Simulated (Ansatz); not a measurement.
# Hf2Ge3Ru: from a guess to a relaxed structure

Aim: relax a trial structure of Hf2Ge3Ru and see where it ends.

Program: Ansatz 0.2.0. Level of theory: DFT PBE, scalar-relativistic, plane waves, PAW. These are calculated values, not measurements.

## (1) The structure to begin with

It takes space group P4/mmm (No. 123, tetragonal). The conventional cell has a = 3.262 Å, b = 3.262 Å, c = 9.754 Å, α = 90.00°, β = 90.00°, γ = 90.00°. Hf (site symmetry 4mm) is surrounded by 8 Ge at 2.73 to 2.82 Å. Ge (site symmetry 4mm) is surrounded by 4 Hf at 2.73 Å and 4 Ru at 2.92 Å and 1 Ge at 3.08 Å. Around Ge (site symmetry 4/mmm) lie 8 Hf at 2.82 Å and 2 Ge at 3.08 Å. Around Ru (site symmetry 4/mmm) lie 8 Ge at 2.92 Å and 2 Hf at 3.26 Å and 4 Ru at 3.26 Å.

Coordinates:

```
CELL_PARAMETERS angstrom
3.26246 0.00000 0.00000
0.00000 3.26246 0.00000
0.00000 0.00000 9.75382
ATOMIC_POSITIONS crystal
Hf 0.00000 0.00000 0.33426
Hf 0.00000 0.00000 0.66574
Ge 0.50000 0.50000 0.18374
Ge 0.50000 0.50000 0.50000
Ge 0.50000 0.50000 0.81625
Ru 0.00000 0.00000 0.00000
```

Recipe of the guess: species swapped into a database cell of Al3Ni2Pt (P4/mmm, No. 123), with Ge on the Al sites, Hf on the Ni sites and Ru on the Pt sites. Its size is a rough estimate.

## (2) Probe: one point on a coarse mesh

File input.yaml:

```yaml
crystal:
  lattice:
    - [3.26246408, 0.0, 0.0]
    - [0.0, 3.26246408, 0.0]
    - [0.0, 0.0, 9.75381572]
  atoms:
    - { symbol: Hf, position: [0.0, 0.0, 0.33426499] }
    - { symbol: Hf, position: [0.0, 0.0, 0.66573501] }
    - { symbol: Ge, position: [0.5, 0.5, 0.183745] }
    - { symbol: Ge, position: [0.5, 0.5, 0.5] }
    - { symbol: Ge, position: [0.5, 0.5, 0.816255] }
    - { symbol: Ru, position: [0.0, 0.0, 0.0] }
basis:
  ecutwfc: 420
kpoints:
  mp_grid: { grid: [6, 6, 2] }
hamiltonian:
  xc: pbe
scf:
  occupations: { method: gaussian, width: 0.1 }
  lower_state_search: "off"
output:
  forces: true
  stress: true
  eigenvalues: true
```

Launch:

```sh
$ ansatz run input.yaml --threads 1 --pin off --max-ram 2560MiB --backend cpu --events-out ev --progress --plain --runs-dir out
```

The session goes on with these runs: coarse relaxation; spin check on a coarse mesh; final relaxation.

**Question.** What will these runs give? Wanted: conventional cell; volume; energy over the elements; gap on the mesh.

**Answer**, as computed:

| quantity | value |
| --- | --- |
| symmetry at the end (tolerance 0.05 Å) | space group P4/mmm (No. 123) |
| conventional cell | a = 3.080 Å, b = 3.080 Å, c = 10.723 Å, α = 90.00°, β = 90.00°, γ = 90.00° |
| volume | 16.96 Å³/atom |
| energy over the elements | -0.35 eV/atom |
| gap on the mesh | none (metal) |

What this shows: The space group P4/mmm (No. 123) is kept, and the volume per atom shrinks by 2.0 % from the first guess. A negative formation energy is needed for stability but isn't enough; other structures and compounds were not set against it here. No finished test with a distortion of lower symmetry is shown, so the end may be a saddle point. Spin-orbit coupling is left out for Hf. Other magnetic orders were not searched.
